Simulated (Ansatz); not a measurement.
# W (bcc type): how the settings move a relaxation

How sensitive is a relaxation of W (bcc type) to its settings? A reference run comes first, then one run with altered input.

Program: Ansatz 0.2.0. Level of theory: reference: DFT, PBE, PAW with Ansatz's default frozen-core files, scalar-relativistic. These are calculated values, not measurements.

1 further run of the same task is left out (it didn't finish).

## 1. The starting structure

Symmetry: Im-3m, No. 229, cubic system. Conventional cell: a = 3.184 Å, b = 3.184 Å, c = 3.184 Å, α = 90.00°, β = 90.00°, γ = 90.00°. W (site symmetry m-3m) has 8 W at 2.76 Å as nearest neighbours.

Structure file:

```xyz
1
Lattice="-1.5922 1.5922 1.5922 1.5922 -1.5922 1.5922 1.5922 1.5922 -1.5922" Properties=species:S:1:pos:R:3 pbc="T T T"
W     0.0000    0.0000    0.0000
```

## 2. Baseline

input.yaml

```yaml
crystal:
  lattice:
    - [-1.5921819128, 1.5921819128, 1.5921819128]
    - [1.5921819128, -1.5921819128, 1.5921819128]
    - [1.5921819128, 1.5921819128, -1.5921819128]
  atoms:
    - { symbol: W, position: [0.0, 0.0, 0.0] }
kpoints:
  mp_grid: { grid: [19, 19, 19] }
scf:
  occupations: { method: fermi_dirac, width: 0.1 }
hamiltonian:
  xc: pbe
  pseudopotentials: { kind: paw }
output:
  forces: true
  stress: true
relax:
  f_tol: 0.005
  max_steps: 40
  cell: {}
```

The run is started by

```bash
$ ansatz run input.yaml --threads 2 --pin off --max-ram 4096MiB --backend cpu --events-out ev --progress --plain --runs-dir out
```

## 3. Variant: starting moments, spin_polarized true

input.yaml: that of step 2 with these lines changed.

```diff
@@ -6,3 +6,3 @@
   atoms:
-    - { symbol: W, position: [0.0, 0.0, 0.0] }
+    - { symbol: W, position: [0.0, 0.0, 0.0], spin: 0.2 }
 kpoints:
@@ -17,2 +17,6 @@
   stress: true
+  write_density: true
+  write_potential: true
+  elf: true
+  volumetric_format: npy
 relax:
@@ -21 +25,3 @@
   cell: {}
+magnetization:
+  spin_polarized: true
```

Q: Predict the outcome of this session. Wanted: for each run, ending; energy change; pressure; gap; force.

**Answer**, as computed:

| run | ending | energy change | pressure (GPa) | gap (eV) | force (eV/Å) | cycles | time |
| --- | --- | --- | --- | --- | --- | --- | --- |
| reference | converged | 0 | 0.0 | 0.00 | 0.00 | 15 | 2.9 s |
| 1: starting moments, spin_polarized true | converged | 0.0 meV/atom | 0.0 | 0.00 | 0.00 | 27 | 7.4 s |

Times don't compare one to one where runs were asked for different outputs or read a saved state (see the inputs); cycles may leave out searches for a lower state.

**Reading.** With the changed spin polarisation the energy stays within 0.5 meV/atom: no moment survives, so both runs end on the same non-magnetic state.
